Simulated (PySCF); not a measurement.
# BrH7OSi3: the cost of one run

Computed with PySCF 2.14.0, with density-fitted response routines of our own, on a single molecule in the gas phase. Atoms are numbered from 0 throughout.

### 1 The molecule as given

12 atoms, charge 0, multiplicity 1; geometry from: GFN2-xTB. The atoms were then displaced at random by about 0.01 Å, so the start is not that level's minimum.

Bonds of the start (Å): O0–Si1 1.66, Si1–Si2 2.29, Si2–Si3 2.36, Si3–Br4 2.25, O0–H5 0.94, Si1–H6 1.46, Si1–H7 1.46, Si2–H8 1.46, Si2–H9 1.49, Si3–H10 1.47, Si3–H11 1.44.

### 2 Optimising the geometry at PBE0-D3(BJ)/def2-SVP

Job settings and geometry (Å):

```
{"job": {"xc": "PBE0", "basis": "def2-SVP", "d3": "d3bj", "grid": 1, "shake": 0.01, "kind": "geom"}, "charge": 0, "multiplicity": 1}
O     -1.241380    -1.608920     0.503590
Si    -1.822580    -0.173350    -0.100140
Si     0.019620     1.126920     0.316090
Si     2.093160     0.050110    -0.047490
Br     2.307560    -0.301720    -2.255830
H     -1.776310    -2.382890     0.466810
H     -3.038690     0.204300     0.608520
H     -2.154570    -0.331220    -1.515500
H      0.029210     2.360030    -0.473530
H      0.123660     1.614580     1.723550
H      2.178810    -1.316730     0.481160
H      3.321200     0.730620     0.283750
```

Run with:

```console
> OMP_NUM_THREADS=1 python probes_run.py task.json out
```

One launch serves the whole session: the jobs run in the order shown.

**Question.** How long does this first job take on 1 thread of Arm Neoverse V1, shared host, and how much memory does it need?

About 2.8 min, with a peak of 0.54 GiB.
